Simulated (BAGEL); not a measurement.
# Si2H4ClF (SMILES F[SiH2][SiH2]Cl), step by step

Aim: energy and forces (B3LYP/ANO-RCC-MB), then energy and forces (B3LYP/ANO-RCC-VDZ), then energy and forces (B3LYP/ANO-RCC-VDZP), then energy and forces (B3LYP/ANO-RCC-VTZP) of Si2H4ClF. 

Program for the calculation: BAGEL 1.2.2.

2 further runs of the same task are left out: 2 set aside as unsound or not needed.

## 1. Starting point

Si2H4ClF: 8 atoms, total charge 0, spin state singlet. SMILES: `F[SiH2][SiH2]Cl`. The shape is that of a PBE0-D4/def2-TZVP optimisation. This is one conformer, not always the lowest.

Bond lengths: F1–Si2 1.604 Å, Si2–Si3 2.345 Å, Si3–Cl4 2.060 Å, Si2–H5 1.485 Å, Si2–H6 1.487 Å, Si3–H7 1.486 Å, Si3–H8 1.484 Å. Some angles: F1–Si2–Si3 109.5°, Si2–Si3–Cl4 109.3°, F1–Si2–H5 108.3°, F1–Si2–H6 108.0°, Si3–Si2–H5 110.8°, Si3–Si2–H6 110.4°, Si2–Si3–H7 109.8°, Si2–Si3–H8 112.0°, Cl4–Si3–H7 108.3°, Cl4–Si3–H8 108.2°.

## 2. Energy and gradient at B3LYP/ANO-RCC-MB (DKH2, density fitting with tzvpp-jkfit, property dipole) (run 1)

File dft.json:

```json
{ "bagel" : [

{
  "title" : "molecule",
  "basis" : "ano-rcc-mb.json",
  "df_basis" : "tzvpp-jkfit",
  "angstrom" : "true",
  "dkh" : "true",
  "geometry" : [
    { "atom" : "F", "xyz" : [      -1.769500,       1.438200,       0.046900 ] },
    { "atom" : "Si", "xyz" : [      -0.188800,       1.181000,       0.127500 ] },
    { "atom" : "Si", "xyz" : [       0.236500,      -1.123800,       0.039500 ] },
    { "atom" : "Cl", "xyz" : [      -0.336000,      -1.852100,      -1.800600 ] },
    { "atom" : "H", "xyz" : [       0.454900,       1.880200,      -1.013000 ] },
    { "atom" : "H", "xyz" : [       0.306000,       1.751900,       1.408000 ] },
    { "atom" : "H", "xyz" : [       1.691600,      -1.373700,       0.207100 ] },
    { "atom" : "H", "xyz" : [      -0.509700,      -1.867300,       1.084900 ] }
  ]
},

{
  "title" : "force",
  "method" : [
    {
      "title" : "ks",
      "xc_func" : "b3lyp"
    }
  ]
}

]}
```

The basis set ANO-RCC-MB is read from a file made from the Basis Set Exchange's data (not shown).

Command:

```sh
$ BAGEL_NUM_THREADS=1 BAGEL dft.json > dft.out
```

What it wrote:

```text
* using 1 threads per process

  ===============================================================
  ===============================================================

  *** Geometry ***

  { "atom" : "F", "xyz" : [     -3.343870,      2.717804,      0.088628 ] },
  { "atom" : "Si", "xyz" : [     -0.356780,      2.231767,      0.240940 ] },
  { "atom" : "Si", "xyz" : [      0.446920,     -2.123674,      0.074644 ] },
[... 4 lines of this table left out ...]
  { "atom" : "H", "xyz" : [     -0.963193,     -3.528686,      2.050164 ] },

  Number of auxiliary basis functions:      533

  Since a DF basis is specified, we compute 2- and 3-index integrals:
    o Being stored without compression. Storage requirement is 0.006 GB

[... 9 lines left out ...]
    * Removing 14062 points whose weight is below 1.00e-10
[... 13 lines left out ...]
    * SCF iteration converged.
[... 1 line left out ...]
    * Permanent dipole moment:
[... 38 lines left out ...]
    * METHOD: FORCE                               12.19

  ===============================================================
```

Run time: 13 s. Hardware: 1 thread of Arm Neoverse V1, shared host; peak memory 0.7 GiB.

## 3. Energy and gradient at B3LYP/ANO-RCC-VDZ (DKH2, density fitting with tzvpp-jkfit, property dipole) (run 2)

File input.json:

```json
{ "bagel": [

{
  "title": "molecule",
  "basis": "ano-rcc-vdz.json",
  "df_basis": "tzvpp-jkfit",
  "angstrom": true,
  "dkh": true,
  "geometry": [
    { "atom": "F", "xyz": [      -1.769500,       1.438200,       0.046900 ] },
    { "atom": "Si", "xyz": [      -0.188800,       1.181000,       0.127500 ] },
    { "atom": "Si", "xyz": [       0.236500,      -1.123800,       0.039500 ] },
    { "atom": "Cl", "xyz": [      -0.336000,      -1.852100,      -1.800600 ] },
    { "atom": "H", "xyz": [       0.454900,       1.880200,      -1.013000 ] },
    { "atom": "H", "xyz": [       0.306000,       1.751900,       1.408000 ] },
    { "atom": "H", "xyz": [       1.691600,      -1.373700,       0.207100 ] },
    { "atom": "H", "xyz": [      -0.509700,      -1.867300,       1.084900 ] }
  ]
},

{
  "title": "force",
  "method": [
    { "title": "ks", "xc_func": "b3lyp" }
  ]
}

]}
```

The basis set ANO-RCC-VDZ is read from a file made from the Basis Set Exchange's data (not shown).

Command:

```sh
$ BAGEL_NUM_THREADS=1 BAGEL input.json > input.out
```

What it wrote:

```text
* using 1 threads per process

  ===============================================================
  ===============================================================

  *** Geometry ***

  { "atom" : "F", "xyz" : [     -3.343870,      2.717804,      0.088628 ] },
  { "atom" : "Si", "xyz" : [     -0.356780,      2.231767,      0.240940 ] },
  { "atom" : "Si", "xyz" : [      0.446920,     -2.123674,      0.074644 ] },
[... 4 lines of this table left out ...]
  { "atom" : "H", "xyz" : [     -0.963193,     -3.528686,      2.050164 ] },

  Number of auxiliary basis functions:      533

  Since a DF basis is specified, we compute 2- and 3-index integrals:
    o Being stored without compression. Storage requirement is 0.013 GB

[... 9 lines left out ...]
    * Removing 14062 points whose weight is below 1.00e-10
[... 13 lines left out ...]
    * SCF iteration converged.
[... 1 line left out ...]
    * Permanent dipole moment:
[... 38 lines left out ...]
    * METHOD: FORCE                               14.66

  ===============================================================
```

Run time: 15 s. Hardware: 1 thread of Arm Neoverse V1, shared host; peak memory 0.89 GiB.

Run 3 isn't shown in full; the table further down has it.

## 4. Energy and forces at B3LYP/ANO-RCC-VTZP (DKH2, density fitting with tzvpp-jkfit, property dipole) (run 4)

File calc.json:

```json
{ "bagel": [

{
  "title": "molecule",
  "basis": "ano-rcc-vtzp.json",
  "df_basis": "tzvpp-jkfit",
  "angstrom": true,
  "dkh": true,
  "geometry": [
    { "atom": "F", "xyz": [   -1.769500,    1.438200,    0.046900 ] },
    { "atom": "Si", "xyz": [   -0.188800,    1.181000,    0.127500 ] },
    { "atom": "Si", "xyz": [    0.236500,   -1.123800,    0.039500 ] },
    { "atom": "Cl", "xyz": [   -0.336000,   -1.852100,   -1.800600 ] },
    { "atom": "H", "xyz": [    0.454900,    1.880200,   -1.013000 ] },
    { "atom": "H", "xyz": [    0.306000,    1.751900,    1.408000 ] },
    { "atom": "H", "xyz": [    1.691600,   -1.373700,    0.207100 ] },
    { "atom": "H", "xyz": [   -0.509700,   -1.867300,    1.084900 ] }
  ]
},
{
  "title": "force",
  "method": [
    {
      "title": "ks",
      "xc_func": "b3lyp"
    }
  ]
}

]}
```

The basis set ANO-RCC-VTZP is read from a file made from the Basis Set Exchange's data (not shown).

Command:

```sh
$ BAGEL_NUM_THREADS=1 BAGEL calc.json > calc.out
```

What it wrote:

```text
* using 1 threads per process

  ===============================================================
  ===============================================================

  *** Geometry ***

  { "atom" : "F", "xyz" : [     -3.343870,      2.717804,      0.088628 ] },
  { "atom" : "Si", "xyz" : [     -0.356780,      2.231767,      0.240940 ] },
  { "atom" : "Si", "xyz" : [      0.446920,     -2.123674,      0.074644 ] },
[... 4 lines of this table left out ...]
  { "atom" : "H", "xyz" : [     -0.963193,     -3.528686,      2.050164 ] },

  Number of auxiliary basis functions:      533

  Since a DF basis is specified, we compute 2- and 3-index integrals:
    o Being stored without compression. Storage requirement is 0.151 GB

[... 9 lines left out ...]
    * Removing 14062 points whose weight is below 1.00e-10
[... 13 lines left out ...]
    * SCF iteration converged.
[... 1 line left out ...]
    * Permanent dipole moment:
[... 38 lines left out ...]
    * METHOD: FORCE                               54.80

  ===============================================================
```

Run time: 56 s. Hardware: 1 thread of Arm Neoverse V1, shared host; peak memory 2.2 GiB.

## 5. The series

| run | level | energy (Eh) | dipole moment (D) | largest force (eV/Å) | wall time |
| --- | --- | --- | --- | --- | --- |
| 1 | B3LYP/ANO-RCC-MB (DKH2, density fitting with tzvpp-jkfit, property dipole) | -1144.111385 | 2.64 | 5.390 | 13 s |
| 2 | B3LYP/ANO-RCC-VDZ (DKH2, density fitting with tzvpp-jkfit, property dipole) | -1144.264631 | 3.38 | 3.934 | 15 s |
| 3 | B3LYP/ANO-RCC-VDZP (DKH2, density fitting with tzvpp-jkfit, property dipole) | -1144.394249 | 2.04 | 1.262 | 27 s |
| 4 | B3LYP/ANO-RCC-VTZP (DKH2, density fitting with tzvpp-jkfit, property dipole) | -1144.419690 | 1.91 | 0.538 | 56 s |

Convergence of the total energy of singlet Si2H4ClF with the basis set, against the last point:

| basis set | from the last (mEh) | wall time |
| --- | --- | --- |
| ANO-RCC-MB | +308.305 | 13 s |
| ANO-RCC-VDZ | +155.060 | 15 s |
| ANO-RCC-VDZP | +25.442 | 27 s |
| ANO-RCC-VTZP | +0.000 | 56 s |

Convergence of the dipole moment of singlet Si2H4ClF with the basis set, against the last point:

| basis set | from the last (D) | wall time |
| --- | --- | --- |
| ANO-RCC-MB | +0.7266 | 13 s |
| ANO-RCC-VDZ | +1.4692 | 15 s |
| ANO-RCC-VDZP | +0.1330 | 27 s |
| ANO-RCC-VTZP | +0.0000 | 56 s |

## 6. Summary of results

| quantity | value |
| --- | --- |
| run 4, B3LYP/ANO-RCC-VTZP: total energy | -1144.41969 Eh |
| run 4, B3LYP/ANO-RCC-VTZP: dipole moment | 1.91 D |
| run 4, B3LYP/ANO-RCC-VTZP: largest force on an atom | 0.538 eV/Å |

In words: The dipole moment (its size) runs from 1.91 D (B3LYP/ANO-RCC-VTZP) to 3.38 D (B3LYP/ANO-RCC-VDZ). In run 1 the basis is minimal, so the values are rough. All runs together took 1.9 min, the longest 56 s.
